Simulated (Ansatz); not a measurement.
**GeH5O (doublet): from Hartree-Fock to the top rungs at distance Ge1–H5 along a hydrogen transfer = 2.250 Å, cc-pVDZ**

One table from this session's results is given with a row withheld; the runs are named, their logs left out.

Program: Ansatz 0.2.0, Gaussian basis. Level of theory: cc-pVDZ, core rule «outside noble gas», up to 15 orbitals frozen. These are calculated values, not measurements.

To be run: UHF; CCSD(T) on ROHF; CCSD(T) on UHF; BCCD(T) on ROHF; CISD; CCSDT(Q) on ROHF; CCSDT(Q) on UHF; CASSCF and MRCISD+Q, 3 electrons in 3 orbitals; CASSCF and NEVPT2, 3 electrons in 3 orbitals.

## What is computed

The geometry derives from fragments relaxed apart (PBE0/def2-TZVP) and kept rigid, so it is no stationary point. A hydrogen atom is moved between rigid fragments. No spin-orbit coupling is included. The filled d shell of Ge may be among the frozen orbitals whatever the setting's name suggests; the logs give the count.

7 atoms, charge 0, spin multiplicity 2.

Atoms are counted from 1 here; the program's logs count them from 0.

Bond lengths: Ge1–H2 1.534 Å, Ge1–H3 1.534 Å, Ge1–H4 1.534 Å, H5–O6 0.990 Å, O6–H7 0.973 Å. Angles: H2–Ge1–H3 109.5°, H2–Ge1–H4 109.5°, H3–Ge1–H4 109.5°, H5–O6–H7 105.0°.

The first run:

Input file in.yaml:

```yaml
crystal:
  periodic: [false, false, false]
  atoms:
    - {symbol: Ge, position_ang: [-0.598628, 0.010113, 0.000000]}
    - {symbol: H, position_ang: [-1.110078, 1.456713, 0.000001]}
    - {symbol: H, position_ang: [-1.110078, -0.713187, 1.252791]}
    - {symbol: H, position_ang: [-1.110078, -0.713186, -1.252792]}
    - {symbol: H, position_ang: [1.651372, 0.010113, 0.000000]}
    - {symbol: O, position_ang: [2.641372, 0.010113, 0.000000]}
    - {symbol: H, position_ang: [2.893230, -0.929837, -0.000001]}
basis:
  gaussian: {orbitals: cc-pVDZ}
magnetization: {spin_polarized: true, initial_magnetization: 1}
hamiltonian: {xc: hf}
output: {orbitals: {seedname: orbitals}}
```

Run with:

```bash
$ ansatz run in.yaml --threads 1 --pin off --events-out ev --progress --plain --max-ram 4096MiB --backend cpu
```

Among the steps run: UHF; CCSD(T) on ROHF; CCSD(T) on UHF; BCCD(T) on ROHF; CISD; CCSDT(Q) on ROHF; CCSDT(Q) on UHF; CASSCF and MRCISD+Q, 3 electrons in 3 orbitals; CASSCF and NEVPT2, 3 electrons in 3 orbitals.

One of the session's tables, all rows but one given; the rest of the session is left out.

It belongs to the step «Misses and costs». 

| method | from UCCSDT(Q) (meV) |
| --- | --- |
| ROHF | +9313.7 |
| UHF | +9262.0 |
| RMP2 | +1138.1 |
| UMP2 | +1133.7 |
| CISD | +1007.6 |
| RCCSD | +199.5 |
| UCCSD | +195.1 |
| RCCSD(T) | +41.1 |
| UCCSD(T) | +37.4 |
| BCCD(T) | +40.7 |
| RCCSDT | +19.8 |
| UCCSDT | +16.0 |
| RCCSDT(Q) | ? |
| UCCSDT(Q) | 0 |
| CASSCF pair | +8729.9 |
| NEVPT2 pair | +1132.5 |
| MRCISD pair | +907.6 |
| MRCISD+Q pair | +123.5 |

**Question.** Estimate the row for RCCSDT(Q).

As computed: from UCCSDT(Q) (meV): +4.0. In the column «from UCCSDT(Q) (meV)» it lies between UCCSDT(Q) (0) and UCCSDT (+16.0).

Limits of these values: Restricted and unrestricted rows rest on different reference determinants; where their highest levels disagree by more than a few hundredths of an eV, they describe different states and don't form one ladder.
